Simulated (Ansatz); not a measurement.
# C₄H₁₂AgPS: how energies converge with the basis set

One table from this session's results is given with a row withheld; the runs are named, their logs left out.

Method: one geometry, several basis sets; program: Ansatz 0.2.0, Gaussian basis.

Plan: PBE0-D4/def2-SVP; ωB97M-V/def2-SVP; PBE0-D4/def2-QZVPP; ωB97M-V/def2-QZVPP; the functionals' def2-TZVPP values are taken from earlier runs.

**Structure used throughout**

An earlier PBE0-D4 in a triple-zeta def2 set relaxation fixed the geometry. Ag takes the def2 core potential; no spin-orbit term is included.

SMILES `C[S][Ag-][P+](C)(C)C`, 19 atoms, charge 0, spin multiplicity 1.

Atoms are counted from 1 here; the program's logs count them from 0.

Bond lengths: C1–S2 1.821 Å, C1–H8 1.091 Å, C1–H9 1.092 Å, C1–H10 1.091 Å, S2–Ag3 2.320 Å, Ag3–P4 2.348 Å, P4–C5 1.820 Å, P4–C6 1.820 Å, P4–C7 1.820 Å, C5–H11 1.093 Å, C5–H12 1.091 Å, C5–H13 1.091 Å, C6–H14 1.091 Å, C6–H15 1.093 Å, C6–H16 1.091 Å, C7–H17 1.091 Å, C7–H18 1.093 Å, C7–H19 1.091 Å. Angles: S2–C1–H8 111.9°, S2–C1–H9 107.5°, S2–C1–H10 111.9°, H8–C1–H9 108.1°, H8–C1–H10 109.1°, H9–C1–H10 108.1°, C1–S2–Ag3 104.7°, S2–Ag3–P4 177.5°, Ag3–P4–C5 115.1°, Ag3–P4–C6 115.1°, Ag3–P4–C7 115.8°, C5–P4–C6 103.1°, C5–P4–C7 103.0°, C6–P4–C7 103.0°, P4–C5–H11 111.3°, P4–C5–H12 109.4°, P4–C5–H13 109.4°, H11–C5–H12 109.4° and more.

The first run:

Input file in.yaml:

```yaml
crystal:
  periodic: [false, false, false]
  atoms:
    - {symbol: C, position_ang: [-2.618113, 3.554543, 0.604899]}
    - {symbol: S, position_ang: [-0.913965, 3.446943, 1.236411]}
    - {symbol: Ag, position_ang: [-0.170064, 1.353536, 0.569461]}
    - {symbol: P, position_ang: [0.675039, -0.742300, -0.067699]}
    - {symbol: C, position_ang: [2.435351, -0.757665, -0.529051]}
    - {symbol: C, position_ang: [-0.135495, -1.493019, -1.513965]}
    - {symbol: C, position_ang: [0.569081, -2.055173, 1.188203]}
    - {symbol: H, position_ang: [-3.260842, 2.785544, 1.034818]}
    - {symbol: H, position_ang: [-3.014643, 4.529678, 0.894243]}
    - {symbol: H, position_ang: [-2.654719, 3.482312, -0.482642]}
    - {symbol: H, position_ang: [2.761799, -1.759849, -0.818137]}
    - {symbol: H, position_ang: [2.597730, -0.070425, -1.360705]}
    - {symbol: H, position_ang: [3.034692, -0.413017, 0.315061]}
    - {symbol: H, position_ang: [-0.039716, -0.824585, -2.370905]}
    - {symbol: H, position_ang: [0.307999, -2.461281, -1.759426]}
    - {symbol: H, position_ang: [-1.198330, -1.626391, -1.306320]}
    - {symbol: H, position_ang: [1.115988, -1.747472, 2.080768]}
    - {symbol: H, position_ang: [0.982952, -2.996149, 0.816866]}
    - {symbol: H, position_ang: [-0.474745, -2.205221, 1.468141]}
basis:
  gaussian: {orbitals: def2-SVP}
hamiltonian: {xc: pbe0, dispersion: d4}
output: {orbitals: {seedname: orbitals}}
```

Launch:

```console
ansatz run in.yaml --threads 4 --pin off --events-out ev --progress --plain --max-ram 41984MiB --backend cpu
```

Among the steps run: PBE0-D4 in def2-SVP; ωB97M-V in def2-SVP; PBE0-D4 in def2-QZVPP; ωB97M-V in def2-QZVPP.

One of the session's tables, all rows but one given; the rest of the session is left out.

It belongs to the step «Functionals by basis». 

```
functional       basis  HOMO (eV)
   PBE0-D4    def2-SVP      -4.84
   PBE0-D4  def2-TZVPP      -4.98
   PBE0-D4  def2-QZVPP      -5.02
   ωB97M-V    def2-SVP      -6.94
   ωB97M-V  def2-TZVPP          ?
   ωB97M-V  def2-QZVPP      -7.16
```

**Question.** Estimate the row for ωB97M-V, def2-TZVPP.

As computed: HOMO (eV): -7.11. In the column «HOMO (eV)» it lies between ωB97M-V, def2-QZVPP (-7.16) and ωB97M-V, def2-SVP (-6.94).
